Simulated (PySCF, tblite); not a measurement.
# FH₃O₃Si, a small molecule taken as a stand-in for a surface group (hydroxylated Si): NMR shifts, core binding energies and electronic excitations

Wanted: the NMR shifts, core binding energies and electronic excitations for `O[Si](O)(O)F`.

Programs: tblite 0.8.0 and PySCF 2.14.0. All values are calculated, for the isolated system unless a continuum is named. Atoms count from 0, parts from 1.

## 1. Starting point

8 atoms, charge 0, multiplicity 1; geometry: distance geometry start.

## 2. Relaxing the cluster with GFN2-xTB

The job: settings as JSON, then the geometry in Å.

```
{"job": {"kind": "relax", "xc": "GFN2-xTB", "basis": "xTB"}, "charge": 0, "multiplicity": 1}
O      0.539575    -0.357804     2.274756
Si     0.675129    -0.609086     0.539149
O      1.772084    -1.990803     0.216058
O     -0.927874    -0.966175    -0.146927
F      1.296613     0.785248    -0.176565
H     -0.070222     0.237905     2.690997
H      1.640552    -2.607019    -0.484581
H     -1.527650    -1.637405     0.169371
```

With the program's defaults for keys left out, this is: GFN2-xTB geometry optimisation, gas phase.

Launch:

```sh
$ OMP_NUM_THREADS=1 python cluster_run.py task.json out
```

This one command runs all jobs of the session in turn.

**Question.** The jobs that follow are: PBE0-D3(BJ)/def2-SVP geometry optimisation, gas phase; GIAO PBE0/pcSseg-2 NMR shielding, non-relativistic, gas phase; delta-SCF UKS SCAN, pcX-2 on the ionised atom, pcseg-1 elsewhere, spin-free X2C; TDDFT CAM-B3LYP/def2-SVPD, vertical, gas phase, core orbitals frozen in the response. Predict: point group; rotational constants (main isotopes); 1H shifts against TMS (PBE0/pcSseg-2, means over atoms taken as alike); 17O shifts against H2O (PBE0/pcSseg-2, means over atoms taken as alike); 29Si shifts against TMS (PBE0/pcSseg-2); 19F shifts against CFCl3 (PBE0/pcSseg-2); O1s binding energies, SCAN/pcX-2; Si2p binding energies, SCAN/pcX-2; F1s binding energies, SCAN/pcX-2; lowest singlet (CAM-B3LYP/def2-SVPD); brightest single state of those computed; lowest triplet; vertical ionisation energy (ΔSCF).

As calculated:

| quantity | value |
| --- | --- |
| point group | C3 |
| rotational constants (main isotopes) | 3.95, 3.94, 3.89 GHz |
| 1H shifts against TMS (PBE0/pcSseg-2, means over atoms taken as alike) | 1.89 ppm |
| 17O shifts against H2O (PBE0/pcSseg-2, means over atoms taken as alike) | 40.5 ppm |
| 29Si shifts against TMS (PBE0/pcSseg-2) | -74.5 ppm |
| 19F shifts against CFCl3 (PBE0/pcSseg-2) | -143.0 ppm |
| O1s binding energies, SCAN/pcX-2 | O0 539.42 eV |
| Si2p binding energies, SCAN/pcX-2 | Si1 109.63 eV |
| F1s binding energies, SCAN/pcX-2 | F4 692.64 eV |
| lowest singlet (CAM-B3LYP/def2-SVPD) | 8.34 eV (149 nm), f = 0.010 |
| brightest single state of those computed | state 6, 9.43 eV, f = 0.082 |
| lowest triplet | 7.97 eV |
| vertical ionisation energy (ΔSCF) | 12.64 eV |

Relaxing lowered the energy by 0.144 eV in 9 steps; the close pair that moved most is Si1–O3, from 1.575 to 1.635 Å (PBE0/def2-SVP). At PBE0/pcSseg-2: The largest span, 112 ppm, is at F4, where the paramagnetic term is -150 ppm. The lowest singlet, at 8.34 eV, is HOMO→LUMO 0.81 and is weak; of the 6 states computed, the strongest absorption comes from states 5 to 6 together at 9.43 eV (the last computed, so partners may be missing). The lowest triplet lies 0.37 eV below the lowest singlet (triplets in Tamm-Dancoff, singlets in full TDDFT). The orbital energy would give 11.48 eV for ionisation, ΔSCF gives 12.64 eV.
